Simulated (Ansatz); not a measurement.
# C3H8AlGaS: a ladder of functionals and wavefunction methods

How much do the methods differ for C3H8AlGaS? The plan is to run it at one geometry with functionals of several rungs and with coupled cluster. The yardstick is the atomisation energy at the CCSD(T) limit.

Method: functionals in def2-TZVPP, the program's frozen cores in correlated methods; program: Ansatz 0.2.0, Gaussian basis.

Levels to be run: LDA (SPW92), PBE-D4, revPBE-D4, BLYP-D4, r2SCAN-D4, B97M-V, PBE0-D4, B3LYP-D4, r2SCANh-D4, r2SCAN0-D4, HSE06-D4, BHLYP-D4, CAM-B3LYP-D4, LC-ωPBE, ωB97X-V, ωB97M-V, B2PLYP, PBE-QIDH; CCSD(T)/def2-SVP; CCSD(T)/def2-TZVPP; MP2/def2-QZVPP; extrapolation to the limit; RPA on PBE.

### 1 The relaxed structure

The geometry comes from an earlier relaxation with PBE0-D4 in a triple-zeta def2 set; it is a stationary point, not always the lowest conformer.

SMILES `C/[C]([GaH2])=C\[S][AlH2]`, 14 atoms, charge 0, spin multiplicity 1.

Atoms are counted from 1 here; the program's logs count them from 0.

Bond lengths: C1–C2 1.498 Å, C1–H7 1.094 Å, C1–H8 1.094 Å, C1–H9 1.109 Å, C2–Ga3 1.953 Å, C2–C4 1.345 Å, Ga3–H10 1.568 Å, Ga3–H11 1.570 Å, C4–S5 1.766 Å, C4–H12 1.087 Å, S5–Al6 2.203 Å, Al6–H13 1.580 Å, Al6–H14 1.582 Å. Angles: C2–C1–H7 112.2°, C2–C1–H8 111.8°, C2–C1–H9 112.6°, H7–C1–H8 106.1°, H7–C1–H9 109.3°, H8–C1–H9 104.3°, C1–C2–Ga3 121.5°, C1–C2–C4 123.7°, Ga3–C2–C4 114.8°, C2–Ga3–H10 117.0°, C2–Ga3–H11 120.4°, H10–Ga3–H11 122.6°, C2–C4–S5 127.8°, C2–C4–H12 119.7°, S5–C4–H12 112.4°, C4–S5–Al6 95.6°, S5–Al6–H13 118.4°, S5–Al6–H14 117.6° and more.

### 2 LDA

This LDA is Slater exchange with PW92 correlation.

The input, in.yaml:

```yaml
crystal:
  periodic: [false, false, false]
  atoms:
    - {symbol: C, position_ang: [-0.841817, -0.756666, 0.394967]}
    - {symbol: C, position_ang: [0.488258, -0.463756, -0.228152]}
    - {symbol: Ga, position_ang: [2.069308, -1.529662, 0.195256]}
    - {symbol: C, position_ang: [0.695799, 0.526529, -1.114596]}
    - {symbol: S, position_ang: [-0.485923, 1.670512, -1.757151]}
    - {symbol: Al, position_ang: [-1.547849, 1.973254, 0.149044]}
    - {symbol: H, position_ang: [-0.878708, -0.464379, 1.448137]}
    - {symbol: H, position_ang: [-1.076395, -1.824665, 0.367813]}
    - {symbol: H, position_ang: [-1.681773, -0.277926, -0.147654]}
    - {symbol: H, position_ang: [3.409032, -1.129573, -0.514153]}
    - {symbol: H, position_ang: [1.970109, -2.732203, 1.199762]}
    - {symbol: H, position_ang: [1.682548, 0.663311, -1.549054]}
    - {symbol: H, position_ang: [-0.693020, 2.128859, 1.468380]}
    - {symbol: H, position_ang: [-3.109559, 2.216375, 0.087381]}
basis:
  gaussian: {orbitals: def2-TZVPP}
hamiltonian: {xc: lda}
output: {orbitals: {seedname: orbitals}}
```

Launch:

```bash
$ ansatz run in.yaml --threads 2 --pin off --events-out ev --progress --plain --max-ram 22528MiB --backend cuda --devices 0, --max-vram 18GiB
```

After this run come: PBE-D4 (GGA); revPBE-D4 (GGA); BLYP-D4 (GGA); r2SCAN-D4 (meta-GGA); B97M-V (meta-GGA); PBE0-D4 (hybrid); B3LYP-D4 (hybrid); r2SCANh-D4 (hybrid); r2SCAN0-D4 (hybrid); HSE06-D4 (hybrid); BHLYP-D4 (hybrid); CAM-B3LYP-D4 (range-separated); LC-ωPBE (range-separated); ωB97X-V (range-separated); ωB97M-V (range-separated); B2PLYP (double hybrid); PBE-QIDH (double hybrid); CCSD(T) in def2-SVP; CCSD(T) in def2-TZVPP; MP2 in def2-QZVPP; RPA on PBE orbitals.

Before running them: what should the planned runs give, taken together? Wanted: atomisation energy, CCSD(T)/CBS; farthest beyond LDA; mean size of error, GGA; mean size of error, meta-GGA; mean size of error, hybrid; mean size of error, range-separated; mean size of error, double hybrid; gap, smallest and largest; T1 diagnostic.

The runs gave:

```
                                quantity                                                                                                                         value
         atomisation energy, CCSD(T)/CBS                                                                                                               1135.0 kcal/mol
functionals within 11.3 kcal/mol (1.0 %)  revPBE-D4, r2SCAN-D4, PBE0-D4, B3LYP-D4, r2SCANh-D4, r2SCAN0-D4, HSE06-D4, CAM-B3LYP-D4, LC-ωPBE, ωB97X-V, ωB97M-V, PBE-QIDH
                     farthest beyond LDA                                                                                                     BHLYP-D4 (-30.5 kcal/mol)
                 mean size of error, GGA                                                                                                                 11.7 kcal/mol
            mean size of error, meta-GGA                                                                                                                  9.3 kcal/mol
              mean size of error, hybrid                                                                                                                  8.2 kcal/mol
     mean size of error, range-separated                                                                                                                  3.1 kcal/mol
       mean size of error, double hybrid                                                                                                                 11.0 kcal/mol
               gap, smallest and largest                                                                                      2.98 eV (LDA (SPW92)), 9.38 eV (LC-ωPBE)
                           T1 diagnostic                                                                                                                        0.0132
 triples share of the correlation energy                                                                                                                         4.5 %
```

In words: LDA overbinds by 155.3 kcal/mol (14 %). PBE-D4 misses by +15.5 kcal/mol. Double hybrids carry the basis error of their MP2 part in triple zeta, and no dispersion term here, so their miss is partly the set-up's. The rungs range-separated, hybrid, meta-GGA, double hybrid miss on average by less than the doubt on the reference (11.3 kcal/mol), so they tie. The reference freezes the cores and leaves out relativity and excitations past (T), and its outer-core shells are covered unevenly, so misses under about 11.3 kcal/mol can't be ranked. Hartree-Fock recovers 73 % of the binding; the rest is correlation. CCSD(T) in def2-SVP is off by -57.2 kcal/mol, more than most functionals: a good method in a small basis is no reference. The gap grows from 3.0 to 9.4 eV across the functionals, mostly with the share of exact exchange. Correlated methods include outer-core shells of Ga, which these sets cover unevenly.
